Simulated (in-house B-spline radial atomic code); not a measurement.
# Sm⁸⁺: ionisation energy by several methods

Wanted: one ionisation energy, Sm⁸⁺ to configuration [Kr] 4d10 4f4 5s2 5p1, up the ladder of functionals.

Method: scalar-relativistic (X2C), several functionals, spin-polarised; spherical all-electron atom at the radial basis limit. Code: in-house B-spline radial atomic code version 1.

## Step 1: The system

```
element       : samarium (Z = 62)
charge        : +8
electrons     : 54
configuration : [Kr] 4d10 4f4 5s2 5p2
nucleus       : Fermi, rms radius 5.082 fm
```

The outer shells:

[Kr] 4d10 4f4 5s2 5p2
```
[Kr] core
4d [↑↓][↑↓][↑↓][↑↓][↑↓]
4f [↑ ][↑ ][↑ ][↑ ][  ][  ][  ]
5s [↑↓]
5p [↑ ][↑ ][  ]
```

Where spins are not typed, each open shell is filled with up spins first.

## Step 2: BP86, a GGA

The run's settings:

```ini
Z = 62
electrons = 54.0
configuration = [Kr] 4d10 4f4 5s2 5p2
hamiltonian = x2c
method = b88,p86
spin_polarised = True
nucleus = fermi
rms_radius = 5.0819
mass_number = 152
atomic_mass = 151.919738646
speed_of_light = 137.035999084
```

## Step 3: TPSS, a meta-GGA

The settings differ from step 2 so:

```diff
@@ -4,3 +4,3 @@
 hamiltonian = x2c
-method = b88,p86
+method = tpss,tpss
 spin_polarised = True
```

## Step 4: revTPSS, a meta-GGA

The settings differ from step 3 so:

```diff
@@ -4,3 +4,3 @@
 hamiltonian = x2c
-method = tpss,tpss
+method = revtpss,revtpss
 spin_polarised = True
```

## Step 5: PBEsol, a GGA

The settings differ from step 4 so:

```diff
@@ -4,3 +4,3 @@
 hamiltonian = x2c
-method = revtpss,revtpss
+method = pbesol
 spin_polarised = True
```

## Step 6: Hartree-Fock

The settings differ from step 5 so:

```diff
@@ -4,3 +4,3 @@
 hamiltonian = x2c
-method = pbesol
+method = hf
 spin_polarised = True
```

## Step 7: LDA (VWN5)

The settings differ from step 6 so:

```diff
@@ -4,3 +4,3 @@
 hamiltonian = x2c
-method = hf
+method = lda,vwn
 spin_polarised = True
```

The tabulated ionisation energy is 141 ± 7 eV (tabulated theoretical; NIST Atomic Spectra Database). What does each method give, and which comes nearest?

As calculated:

| method | rung | total energy (hartree) | ΔSCF (eV) | −ε highest (eV) | ΔSCF less tabulated (eV) |
| --- | --- | --- | --- | --- | --- |
| LDA (VWN5) | LDA | -10401.8101 | 134.26 | 121.91 (4f up) | -6.74 |
| BP86 | GGA | -10411.1195 | 134.02 | 121.66 (4f up) | -6.98 |
| PBEsol | GGA | -10405.7235 | 134.00 | 121.65 (4f up) | -7.00 |
| TPSS | meta-GGA | -10409.5280 | 133.88 | 121.37 (4f up) | -7.12 |
| revTPSS | meta-GGA | -10408.2112 | 133.96 | 121.41 (4f up) | -7.04 |
| Hartree-Fock | Hartree-Fock | -10406.4389 | 132.78 | 133.17 (5p up) | -8.22 |

Against the tabulated ionisation energy, 141 ± 7 eV (tabulated theoretical; NIST Atomic Spectra Database), the best here is LDA (VWN5) (-6.74 eV) and the worst Hartree-Fock (-8.22 eV, or 5.8 %). Mean absolute error by rung (exchange-only levels left out): LDA 6.74 eV, GGA 6.99 eV, meta-GGA 7.08 eV, Hartree-Fock 8.22 eV. The table's own uncertainty exceeds the spread between the methods, so their order is not settled. All methods miss on the same side by much the same amount, which points to something that they share. Relativistic terms that these runs lack can be as large as the gaps between close methods, so the nearest may be so by luck. Spin-orbit coupling is left out. Open shells are averaged (over orientations, and over spins where the run is restricted), while tables refer to the lowest levels. ΔSCF removes a 5p electron, which is not the highest level in every run, so the two columns can refer to different electrons.

Members of this set that are not shown: 12 used exact exchange with fractional occupations of an open shell, which is unsound here.
